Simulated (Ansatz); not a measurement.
# H16C9O14: the cost of one run

Method: DFT LDA, plane waves, PAW, scalar-relativistic, no spin polarisation, in Ansatz 0.2.0.

## 1. The starting structure

The cell holds 39 atoms (C9H16O14): a = 9.195 Å, b = 9.195 Å, c = 9.195 Å, α = 90.00°, β = 90.00°, γ = 90.00°.

The coordinates stand in the first input below.

## 2. Preparing the start

Input file input.yaml:

```yaml
crystal:
  lattice:
    - [9.194925, 0.0, 0.0]
    - [0.0, 9.194925, 0.0]
    - [0.0, 0.0, 9.194925]
  atoms:
    - { symbol: C, position: [0.38653, 0.8410306, 0.8321987] }
    - { symbol: O, position: [0.4755945, 0.8239384, 0.7068041] }
    - { symbol: H, position: [0.274471, 0.8403527, 0.7936882] }
    - { symbol: H, position: [0.5760022, 0.8243028, 0.7391606] }
    - { symbol: H, position: [0.4003708, 0.7517192, 0.9100362] }
    - { symbol: H, position: [0.4066877, 0.9443604, 0.8882646] }
    - { symbol: C, position: [0.1383069, 0.4012905, 0.6123414] }
    - { symbol: O, position: [-0.0069432, 0.4465567, 0.5840251] }
    - { symbol: H, position: [0.2050945, 0.4483714, 0.5265302] }
    - { symbol: H, position: [-0.0680567, 0.4055106, 0.659584] }
    - { symbol: H, position: [0.178336, 0.4408539, 0.717504] }
    - { symbol: H, position: [0.1502226, 0.2826631, 0.6088308] }
    - { symbol: C, position: [0.6975641, 0.3420152, 0.0880694] }
    - { symbol: O, position: [0.8215165, 0.2525373, 0.1121097] }
    - { symbol: H, position: [0.6150095, 0.2721052, 0.0397157] }
    - { symbol: H, position: [0.8962914, 0.3131796, 0.1552375] }
    - { symbol: H, position: [0.6541361, 0.3873482, 0.1894879] }
    - { symbol: H, position: [0.7203342, 0.4315253, 0.012596] }
    - { symbol: C, position: [0.3779336, 0.1925739, 0.164428] }
    - { symbol: O, position: [0.311071, 0.111844, 0.2782721] }
    - { symbol: H, position: [0.3144794, 0.1709962, 0.0667105] }
    - { symbol: H, position: [0.3663111, 0.1298293, 0.366328] }
    - { symbol: H, position: [0.3765062, 0.309991, 0.1853556] }
    - { symbol: H, position: [0.4905076, 0.1583869, 0.1448039] }
    - { symbol: C, position: [0.5829713, 0.2609451, 0.6842757] }
    - { symbol: O, position: [0.5656539, 0.2432546, 0.8100483] }
    - { symbol: O, position: [0.6002887, 0.2786355, 0.5585032] }
    - { symbol: C, position: [0.2508796, 0.7262522, 0.4650251] }
    - { symbol: O, position: [0.1467202, 0.6533241, 0.4812694] }
    - { symbol: O, position: [0.3550391, 0.7991803, 0.4487807] }
    - { symbol: C, position: [0.7401486, 0.8677028, 0.5345398] }
    - { symbol: O, position: [0.6320467, 0.9339143, 0.515524] }
    - { symbol: O, position: [0.8482505, 0.8014913, 0.5535556] }
    - { symbol: C, position: [0.8945626, 0.8436555, 0.0424765] }
    - { symbol: O, position: [0.8731766, 0.7741568, 0.1480424] }
    - { symbol: O, position: [0.9159486, 0.9131542, -0.0630893] }
    - { symbol: C, position: [0.9271169, 0.1324899, 0.422772] }
    - { symbol: O, position: [0.8712866, 0.2081109, 0.5099272] }
    - { symbol: O, position: [0.9829472, 0.056869, 0.3356168] }
basis:
  ecutwfc: 420.0
kpoints:
  mp_grid: { grid: [1, 1, 1] }
hamiltonian:
  xc: lda
scf:
  occupations: { method: fermi_dirac, width: 0.05 }
  lower_state_search: "off"
relax:
  f_tol: 0.3
  max_steps: 15
  adjacent_minimum: "off"
```

Started as:

```sh
ansatz run input.yaml --threads 1 --pin off --max-ram 3072MiB --backend cpu --events-out ev --progress --plain --runs-dir out
```

**Question.** How long does this run take on 1 thread of Arm Neoverse V2, shared host, and how much memory does it need?

About 58 s, with a peak of 0.54 GiB.
